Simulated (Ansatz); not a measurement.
Runs of Ansatz 0.2.0 on Co2Pd. It takes space group P-3m1 (No. 164, trigonal). The conventional cell has a = 2.638 Å, b = 2.638 Å, c = 6.319 Å, α = 90.00°, β = 90.00°, γ = 120.00°. Pd (site symmetry -3m) has 6 Pd at 2.64 Å and 6 Co at 2.68 Å as nearest neighbours. Around Co (site symmetry 3m) lie 9 Co at 2.43 to 2.64 Å and 3 Pd at 2.68 Å. The cell comes from a database or a generator and needn't be the stable form of this composition.

```csv
level,gap on the mesh (eV),pressure (GPa),moment (μB),relaxed volume (Å³/atom)
PBEsol+D3(BJ),none,0.0,3.65,11.69
PBEsol+D4,none,0.0,3.67,(b)
PBEsol+D3(BJ)-ATM,none,0.0,(c),11.78
PBEsol,none,0.0,3.70,(a)
```

Alike in all rows: task relaxation of cell and atoms; potentials or basis Ansatz PAW; spin collinear, ferromagnetic start; cell relaxed; k mesh 12 × 12 × 4; cutoff (eV) 420; smearing fermi-dirac 0.05 eV.

Task: Fill in the values left out.

Result: (a) 12.02; (b) 11.85; (c) 3.66.

Caveats: the plane-wave basis is chosen anew once the cell has moved, so the energies of steps on either side of that aren't comparable; the PAW data sets come from PBE, with cores solved anew for the run's functional, which leaves a small shift of forces and pressure; pairwise dispersion overbinds metals, which lowers pressure and volume (some runs).

A k mesh can miss the band edges, and the runs leave out spin-orbit coupling on Pd.

A gap of «none» marks a metal or a gap under the smearing width.
